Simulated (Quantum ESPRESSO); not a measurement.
# Nb3BN2 (P-4m2) in Quantum ESPRESSO: reference runs

How does Nb3BN2 come out in PBE? The cell is run as given.

Program: Quantum ESPRESSO 7.5. These are calculated values, not measurements. Logs are shortened: lines on timing, memory, paths and dates and some standing lists are left out, and cuts for length are marked.

**1. The structure**

The structure is tetragonal, space group P-4m2 (No. 115). The conventional cell has a = 3.193 Å, b = 3.193 Å, c = 6.998 Å, α = 90.00°, β = 90.00°, γ = 90.00°. Around Nb (site symmetry -4m2) lie 4 B at 2.26 Å and 4 N at 2.45 Å. Around Nb (site symmetry 2mm) lie 5 N at 2.40 to 2.46 Å. B (site symmetry -4m2) is surrounded by 4 Nb at 2.26 Å and 4 N at 2.45 Å. N (site symmetry 2mm) is surrounded by 7 Nb at 2.40 to 2.46 Å and 2 B at 2.45 Å.

The cell was built by a generator and needn't be a form met in nature.

**2. Single point, PBE**

File pw.in:

```
&CONTROL
  calculation = 'scf'
  prefix = 'pwscf'
  outdir = './tmp'
  pseudo_dir = './pseudo'
  tprnfor = .true.
  tstress = .true.
  disk_io = 'nowf'
/
&SYSTEM
  ibrav = 0
  nat = 6
  ntyp = 3
  ecutwfc = 60
  ecutrho = 480
  nbnd = 36
  occupations = 'smearing'
  smearing = 'fd'
  degauss = 0.00367493
/
&ELECTRONS
  conv_thr = 1.2d-09
  electron_maxstep = 120
  mixing_beta = 0.5
/
ATOMIC_SPECIES
Nb    92.9064 Nb.pbe-spn-kjpaw_psl.0.3.0.UPF
B     10.8100 b_pbe_v1.4.uspp.F.UPF
N     14.0070 N.pbe-n-radius_5.UPF
CELL_PARAMETERS angstrom
   3.1929513400    0.0000000000    0.0000000000
   0.0000000000    3.1929513400    0.0000000000
   0.0000000000    0.0000000000    6.9977707300
ATOMIC_POSITIONS crystal
Nb     0.5000000000    0.5000000000    0.0000000000
Nb     0.0000000000    0.5000000000    0.3820000000
Nb     0.5000000000    0.0000000000    0.6180000000
B      0.0000000000    0.0000000000    0.0000000000
N      0.0000000000    0.5000000000    0.7340000300
N      0.5000000000    0.0000000000    0.2659999700
K_POINTS automatic
8 8 4 0 0 0
```

Potentials or basis: SSSP 1.3 efficiency PBE.

The run is started by

```bash
> OMP_NUM_THREADS=1 pw.x -in pw.in > pw.out
```

pw.out:

```text
This program is part of the open-source Quantum ESPRESSO suite
     for quantum simulation of materials; please cite
         "P. Giannozzi et al., J. Phys.:Condens. Matter 21 395502 (2009);
         "P. Giannozzi et al., J. Phys.:Condens. Matter 29 465901 (2017);
         "P. Giannozzi et al., J. Chem. Phys. 152 154105 (2020);
     in publications or presentations arising from this work. More details at

     file Nb.pbe-spn-kjpaw_psl.0.3.0.UPF: wavefunction(s)  4S 4P renormalized
     Message from routine setup:
     using ibrav=0 with symmetry is DISCOURAGED, use correct ibrav instead

     G-vector sticks info
     --------------------
     sticks:   dense  smooth     PW     G-vecs:    dense   smooth      PW
     Sum        1389     697    213                85393    30209    5095

     Using Slab Decomposition

     bravais-lattice index     =            0
     lattice parameter (alat)  =       6.0338  a.u.
     unit-cell volume          =     481.4386 (a.u.)^3
     number of atoms/cell      =            6
     number of atomic types    =            3
     number of electrons       =        52.00
     number of Kohn-Sham states=           36
     kinetic-energy cutoff     =      60.0000  Ry
     charge density cutoff     =     480.0000  Ry
     scf convergence threshold =      1.2E-09
     mixing beta               =       0.5000
     number of iterations used =            8  plain     mixing
     Exchange-correlation= PBE
                           (   1   4   3   4   0   0   0)

     celldm(1)=   6.033804  celldm(2)=   0.000000  celldm(3)=   0.000000
     celldm(4)=   0.000000  celldm(5)=   0.000000  celldm(6)=   0.000000

     crystal axes: (cart. coord. in units of alat)
               a(1) = (   1.000000   0.000000   0.000000 )
               a(2) = (   0.000000   1.000000   0.000000 )
               a(3) = (   0.000000   0.000000   2.191631 )

     reciprocal axes: (cart. coord. in units 2 pi/alat)
               b(1) = (  1.000000  0.000000  0.000000 )
               b(2) = (  0.000000  1.000000  0.000000 )
               b(3) = (  0.000000  0.000000  0.456281 )

     PseudoPot. # 1 for Nb read from file:
     Nb.pbe-spn-kjpaw_psl.0.3.0.UPF
     Pseudo is Projector augmented-wave + core cor, Zval = 13.0
     Generated using "atomic" code by A. Dal Corso  v.5.0.99 svn rev. 10869
     Shape of augmentation charge: PSQ
     Using radial grid of 1227 points,  6 beta functions with:
                l(1) =   0
                l(2) =   0
                l(3) =   1
                l(4) =   1
                l(5) =   2
                l(6) =   2
     Q(r) pseudized with 0 coefficients

     PseudoPot. # 2 for B  read from file:
     b_pbe_v1.4.uspp.F.UPF
     Pseudo is Ultrasoft + core correction, Zval =  3.0
[... 34 lines left out ...]
         6        N      tau(   6) = (   0.5000000   0.0000000   0.5829737  )

     number of k points=    45  Fermi-Dirac smearing, width (Ry)=  0.0037
                       cart. coord. in units 2pi/alat
        k(    1) = (   0.0000000   0.0000000   0.0000000), wk =   0.0078125
        k(    2) = (   0.0000000   0.0000000   0.1140703), wk =   0.0156250
        k(    3) = (   0.0000000   0.0000000  -0.2281406), wk =   0.0078125
        k(    4) = (   0.0000000   0.1250000   0.0000000), wk =   0.0312500
        k(    5) = (   0.0000000   0.1250000   0.1140703), wk =   0.0625000
        k(    6) = (   0.0000000   0.1250000  -0.2281406), wk =   0.0312500
[... 37 lines left out ...]
        k(   44) = (  -0.5000000  -0.5000000   0.1140703), wk =   0.0156250
        k(   45) = (  -0.5000000  -0.5000000  -0.2281406), wk =   0.0078125

     Dense  grid:    85393 G-vectors     FFT dimensions: (  45,  45,  96)

     Smooth grid:    30209 G-vectors     FFT dimensions: (  30,  30,  72)

     Check: negative core charge=   -0.000003

     Initial potential from superposition of free atoms

     starting charge      51.9933, renormalised to      52.0000
     Starting wfcs are   42 randomized atomic wfcs

     Self-consistent Calculation

     iteration #  1     ecut=    60.00 Ry     beta= 0.50
     Davidson diagonalization with overlap
     ethr =  1.00E-02,  avg # of iterations =  2.0

     total energy              =   -1048.10343484 Ry
     estimated scf accuracy    <       2.96479884 Ry
[... 85 lines left out ...]
     iteration # 14     ecut=    60.00 Ry     beta= 0.50
     Davidson diagonalization with overlap
     ethr =  2.32E-11,  avg # of iterations =  3.7

     End of self-consistent calculation

          k = 0.0000 0.0000 0.0000 (  3865 PWs)   bands (ev):

   -38.0768 -37.8001 -37.6520 -14.2557 -14.2054 -14.2054 -14.0929 -13.6546
   -13.6546 -13.5467 -13.5467 -13.5435   1.6321   2.2674   8.5854  11.3041
    13.0310  13.4987  13.4987  13.5843  14.3281  14.3281  14.5776  16.6282
    17.3188  17.3188  17.5809  17.7485  18.8587  19.0485  19.4487  19.6744
    19.6744  19.7448  19.7448  20.3870
[... 323 lines left out ...]
   -37.8812 -37.8810 -37.5950 -14.6503 -14.6174 -14.0442 -14.0352 -13.8697
   -13.8590 -13.8306 -13.7258 -13.6898   2.5687   2.5871   9.2096  11.2058
    11.7768  12.2252  12.4821  12.6459  13.7029  15.0229  15.0798  15.4242
    15.5557  18.0182  18.2919  19.3165  20.1203  20.4045  20.4855  20.8606
    20.9110  21.3834  21.6814  21.7804

          k =-0.5000-0.5000 0.0000 (  3732 PWs)   bands (ev):

   -37.8765 -37.8765 -37.5905 -14.6566 -14.6452 -14.0073 -14.0009 -14.0009
   -13.8388 -13.8015 -13.8015 -13.6873   2.5662   2.5662   9.0906  11.6196
    11.7848  11.9527  11.9527  12.2413  14.1289  15.2346  15.2894  15.6277
    15.6277  18.9725  18.9725  20.1311  20.2478  20.4874  20.4874  20.6774
    20.6774  20.8825  21.2872  21.2872

          k =-0.5000-0.5000 0.1141 (  3780 PWs)   bands (ev):

   -37.8765 -37.8765 -37.5905 -14.6701 -14.6452 -14.0048 -14.0048 -13.9533
   -13.8389 -13.7974 -13.7974 -13.7281   2.5601   2.5601   9.0770  11.4938
    11.8891  12.0219  12.0219  12.4072  13.9693  15.2311  15.2841  15.5978
    15.5978  18.7378  18.7378  20.1578  20.2951  20.3256  20.3256  20.6806
    20.6806  20.9790  21.6984  21.6984

          k =-0.5000-0.5000-0.2281 (  3760 PWs)   bands (ev):

   -37.8765 -37.8765 -37.5905 -14.6827 -14.6452 -14.0086 -14.0086 -13.8505
   -13.8389 -13.8184 -13.7934 -13.7934   2.5540   2.5540   9.0638  11.4027
    12.0079  12.0943  12.0943  12.5397  13.7975  15.2276  15.2798  15.5642
    15.5642  18.5254  18.5254  20.0678  20.2555  20.2555  20.4602  20.6805
    20.6805  21.0928  22.0013  22.3161

     the Fermi energy is    17.6026 ev

!    total energy              =   -1049.59436169 Ry
     estimated scf accuracy    <          5.8E-10 Ry
     smearing contrib. (-TS)   =      -0.00224449 Ry
     internal energy E=F+TS    =   -1049.59211720 Ry

     The total energy is F=E-TS. E is the sum of the following terms:
     one-electron contribution =     -33.99345609 Ry
     hartree contribution      =      51.96409270 Ry
     xc contribution           =    -100.37879501 Ry
     ewald contribution        =    -341.71788541 Ry
     one-center paw contrib.   =    -625.46607339 Ry

     convergence has been achieved in  14 iterations

     Forces acting on atoms (cartesian axes, Ry/au):

     atom    1 type  1   force =     0.00000000    0.00000000    0.00000000
     atom    2 type  1   force =     0.00000000    0.00000000   -0.13353991
     atom    3 type  1   force =     0.00000000    0.00000000    0.13353991
     atom    4 type  2   force =     0.00000000    0.00000000    0.00000000
     atom    5 type  3   force =     0.00000000    0.00000000   -0.07022091
     atom    6 type  3   force =     0.00000000    0.00000000    0.07022091

     Total force =     0.213372     Total SCF correction =     0.000058

     Computing stress (Cartesian axis) and pressure

          total   stress  (Ry/bohr**3)                   (kbar)     P=      -95.54
  -0.00073249   0.00000000   0.00000000         -107.75        0.00        0.00
   0.00000000  -0.00073249   0.00000000            0.00     -107.75        0.00
   0.00000000   0.00000000  -0.00048338            0.00        0.00      -71.11

=------------------------------------------------------------------------------=
   JOB DONE.
=------------------------------------------------------------------------------=
```

It took 2.1 min on 1 thread of Intel Xeon Platinum 8488C (Sapphire Rapids), shared host; peak memory 0.43 GiB.

Results:

```
Free energy            : -14280.4588 eV
Pressure               : -9.6 GPa
Largest force          : 3.433 eV/Å
Band gap on the k mesh : none (metal or under the smearing width)
```

Forces on the atoms (eV/Å):
```
Nb   0.000  0.000  0.000
Nb   0.000  0.000 -3.433
Nb   0.000  0.000  3.433
B    0.000  0.000  0.000
N    0.000  0.000 -1.805
N    0.000  0.000  1.805
```

Levels at points of the mesh, in eV from the Fermi level:
| k point | band 23 | band 24 | band 25 | band 26 | band 27 | band 28 | band 29 | band 30 |
| --- | --- | --- | --- | --- | --- | --- | --- | --- |
| (0.00, 0.00, 0.00) | -3.03 | -0.97 | -0.28 | -0.28 | -0.02 | 0.15 | 1.26 | 1.45 |
| (0.00, 0.00, -0.50) | -2.80 | -0.94 | -0.28 | -0.28 | 0.04 | 0.18 | 1.35 | 1.42 |
| (0.00, -0.50, 0.00) | -3.10 | -1.88 | -1.07 | 0.44 | 0.61 | 0.93 | 1.17 | 1.20 |
| (0.00, -0.50, -0.50) | -2.86 | -1.37 | -1.09 | -0.53 | -0.41 | 0.43 | 0.57 | 1.75 |
| (-0.50, -0.50, 0.00) | -2.31 | -1.97 | -1.97 | 1.37 | 1.37 | 2.53 | 2.65 | 2.88 |
| (-0.50, -0.50, -0.50) | -2.32 | -2.04 | -2.04 | 0.92 | 0.92 | 2.47 | 2.65 | 2.65 |

Caveat: forces of over 1 eV/Å show positions far from the minimum, so gaps and moduli don't describe the material at rest.
